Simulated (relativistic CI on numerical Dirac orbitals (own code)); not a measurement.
# Ne³⁺: one ion under different settings

Aim: see what numerical and physical settings do to the SCF, the total energy and the lowest levels of Ne³⁺.

Method: Dirac-Coulomb-Breit CI, KLI orbitals optimised for each configuration, model QED (radiative potential, 1s self-energy scaled to tabulated hydrogen-like ionisation energies), numerical settings as typed. Code: relativistic CI on numerical Dirac orbitals (own code) version 3.

### 1 The system

| Quantity | Value |
| --- | --- |
| ion | Ne³⁺ (Ne IV) |
| nuclear charge | 10 |
| electrons | 7 |
| isotope | A = 20 |

### 2 Usual settings

Settings of the run:

```ini
atom Ne  Z=10  charge=3  electrons=7
nucleus A=20  rms_radius_fm=3.0055
hamiltonian dirac-coulomb  breit=on  qed=on  c_scale=1
orbitals kli  potential=per-configuration
slater_scale 1
correlation none
mixing on
grid step=0.0125 r_max=19.8
scf mixing=0.4 start=green max_iterations=150 tolerance=2e-08 node_fill=0.05
configurations
  [He] 2s2 2p3
end
```

Command:

```sh
$ python run_levels.py task.json out
```

One command runs all members of the session, one after another, from task.json.

### 3 Speed-of-light factor 2

Changes to the settings of step 2:

```diff
@@ -2,3 +2,3 @@
 nucleus A=20  rms_radius_fm=3.0055
-hamiltonian dirac-coulomb  breit=on  qed=on  c_scale=1
+hamiltonian dirac-coulomb  breit=on  qed=on  c_scale=2
 orbitals kli  potential=per-configuration
```

### 4 QED terms off, end of the grid 59.4

Settings of the run:

```ini
atom Ne  Z=10  charge=3  electrons=7
nucleus A=20  rms_radius_fm=3.0055
hamiltonian dirac-coulomb  breit=on  qed=off  c_scale=1
orbitals kli  potential=per-configuration
slater_scale 1
correlation none
mixing on
grid step=0.0125 r_max=59.4
scf mixing=0.4 start=green max_iterations=150 tolerance=2e-08 node_fill=0.05
configurations
  [He] 2s2 2p3
end
```

### 5 Start potential thomas-fermi

Settings of the run:

```ini
atom Ne  Z=10  charge=3  electrons=7
nucleus A=20  rms_radius_fm=3.0055
hamiltonian dirac-coulomb  breit=on  qed=on  c_scale=1
orbitals kli  potential=per-configuration
slater_scale 1
correlation none
mixing on
grid step=0.0125 r_max=19.8
scf mixing=0.4 start=thomas-fermi max_iterations=150 tolerance=2e-08 node_fill=0.05
configurations
  [He] 2s2 2p3
end
```

### 6 Tolerance 1e-10, Slater scale 0.5, iteration limit 20

Settings of the run:

```ini
atom Ne  Z=10  charge=3  electrons=7
nucleus A=20  rms_radius_fm=3.0055
hamiltonian dirac-coulomb  breit=on  qed=on  c_scale=1
orbitals kli  potential=per-configuration
slater_scale 0.5
correlation none
mixing on
grid step=0.0125 r_max=19.8
scf mixing=0.4 start=green max_iterations=20 tolerance=1e-10 node_fill=0.05
configurations
  [He] 2s2 2p3
end
```

### 7 Speed-of-light factor 0.2

Settings of the run:

```ini
atom Ne  Z=10  charge=3  electrons=7
nucleus A=20  rms_radius_fm=3.0055
hamiltonian dirac-coulomb  breit=on  qed=on  c_scale=0.2
orbitals kli  potential=per-configuration
slater_scale 1
correlation none
mixing on
grid step=0.0125 r_max=19.8
scf mixing=0.4 start=green max_iterations=82 tolerance=2e-08 node_fill=0.05
configurations
  [He] 2s2 2p3
end
```

(Steps that only read results are left out.)

Before running it: what results should come out? Wanted: lowest level, usual settings; total energy; first excitation.

**Answer**, as computed:

| setting | total energy less usual (Ha) | largest shift of a level among the lowest eight of both runs, same label and place (cm⁻¹) | SCF iterations | time | lowest level | kind of change |
| --- | --- | --- | --- | --- | --- | --- |
| usual | 0 | 0 | 10 | 0.042 s | 2p3 4S°3/2 | - |
| speed-of-light factor 2 | 0.0975 | 47.6 | 10 | 0.043 s | 2p3 4S°3/2 | unphysical constant |
| QED terms off, end of the grid 59.4 | -0.0108 | 0.206 | 10 | 0.015 s | 2p3 4S°3/2 | model term |
| start potential thomas-fermi | 0 | 0 | 10 | 0.042 s | 2p3 4S°3/2 | numerical |
| tolerance 1e-10, Slater scale 0.5, iteration limit 20 | 0.102 | 37100 | 10 | 0.042 s | 2p3 4S°3/2 | model term |
| speed-of-light factor 0.2 | -3.38 | 17500 | 10 | 0.043 s | 2p3 4S°3/2 | unsound |

```
                    quantity         value
lowest level, usual settings    2p3 4S°3/2
                total energy  -124.2200 Ha
            first excitation    44547 cm⁻¹
```

**Reading.** Among the runs whose levels can be followed, they move most under «tolerance 1e-10, Slater scale 0.5, iteration limit 20» (model term), by up to 37100 cm⁻¹. No visible change in the result comes from «start potential thomas-fermi». Only the listed configurations are in the model. In a near-neutral ion this small CI can misplace whole configurations by 10,000 cm⁻¹ or more.
